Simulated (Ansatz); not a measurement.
**C2H5FSSi: one species, many methods**

One table from this session's results is given with a row withheld; the runs are named, their logs left out.

The runs use Ansatz 0.2.0, Gaussian basis; functionals in def2-TZVPP, the program's frozen cores in correlated methods.

The runs, in order: PBE-D4, r2SCAN-D4, PBE0-D4, B3LYP-D4, ωB97X-V, ωB97M-V, B2PLYP; CCSD(T)/def2-TZVPP; MP2/def2-QZVPP; extrapolation to the limit.

**The geometry**

The geometry comes from an earlier relaxation with PBE0-D4 in a triple-zeta def2 set; it is a stationary point, not always the lowest conformer.

10 atoms, charge 0, spin multiplicity 1.

Atoms are counted from 1 here; the program's logs count them from 0.

Bond lengths: C1–C2 1.322 Å, C1–H6 1.082 Å, C1–H7 1.080 Å, C2–F3 1.342 Å, C2–S4 1.754 Å, S4–Si5 2.151 Å, Si5–H8 1.483 Å, Si5–H9 1.483 Å, Si5–H10 1.481 Å. Angles: C2–C1–H6 120.1°, C2–C1–H7 120.2°, H6–C1–H7 119.6°, C1–C2–F3 120.3°, C1–C2–S4 125.3°, F3–C2–S4 114.3°, C2–S4–Si5 99.9°, S4–Si5–H8 103.3°, S4–Si5–H9 110.2°, S4–Si5–H10 112.0°, H8–Si5–H9 111.0°, H8–Si5–H10 110.1°, H9–Si5–H10 110.1°.

The first run:

File in.yaml:

```yaml
crystal:
  periodic: [false, false, false]
  atoms:
    - {symbol: C, position_ang: [-1.680127, 0.813924, 1.193832]}
    - {symbol: C, position_ang: [-0.588761, 0.741049, 0.451786]}
    - {symbol: F, position_ang: [0.577488, 1.220023, 0.912363]}
    - {symbol: S, position_ang: [-0.515775, 0.113727, -1.184127]}
    - {symbol: Si, position_ang: [1.340602, -0.967229, -1.082162]}
    - {symbol: H, position_ang: [-1.648194, 1.298704, 2.160736]}
    - {symbol: H, position_ang: [-2.609639, 0.398115, 0.835408]}
    - {symbol: H, position_ang: [1.367732, -1.718001, -2.360531]}
    - {symbol: H, position_ang: [1.332326, -1.892946, 0.076543]}
    - {symbol: H, position_ang: [2.507649, -0.058764, -1.000948]}
basis:
  gaussian: {orbitals: def2-TZVPP}
hamiltonian: {xc: pbe, dispersion: d4}
output: {forces: true, orbitals: {seedname: orbitals}}
```

Launch:

```sh
> ansatz run in.yaml --threads 4 --pin off --events-out ev --progress --plain --max-ram 10444MiB
```

Among the steps run: PBE-D4 (GGA); r2SCAN-D4 (meta-GGA); PBE0-D4 (hybrid); B3LYP-D4 (hybrid); ωB97X-V (range-separated); ωB97M-V (range-separated); B2PLYP (double hybrid); CCSD(T) in def2-TZVPP; MP2 in def2-QZVPP.

One table of the session follows, with a row left open; its other results are not shown here.

| method | atomisation energy (eV) |
| --- | --- |
| PBE-D4 | 37.997 |
| r2SCAN-D4 | 37.332 |
| PBE0-D4 | 37.226 |
| B3LYP-D4 | 37.076 |
| ωB97X-V | 37.309 |
| ωB97M-V | 37.288 |
| B2PLYP | 36.630 |
| HF/def2-TZVPP | 26.752 |
| MP2/def2-TZVPP | 36.688 |
| CCSD/def2-TZVPP | 35.391 |
| CCSD(T)/def2-TZVPP | ? |
| MP2/CBS | 37.731 |
| CCSD(T)/CBS | 37.084 |

Estimate the missing values for CCSD(T)/def2-TZVPP.

The run gave: atomisation energy (eV): 36.041. In the column «atomisation energy (eV)» it lies between CCSD/def2-TZVPP (35.391) and B2PLYP (36.630).

Limits of these values: Free atoms (2 C, 1 F, 1 S, 1 Si, 5 H) were run apart at each level; the atomisation energy is their sum less the molecule, without zero-point or spin-orbit terms.
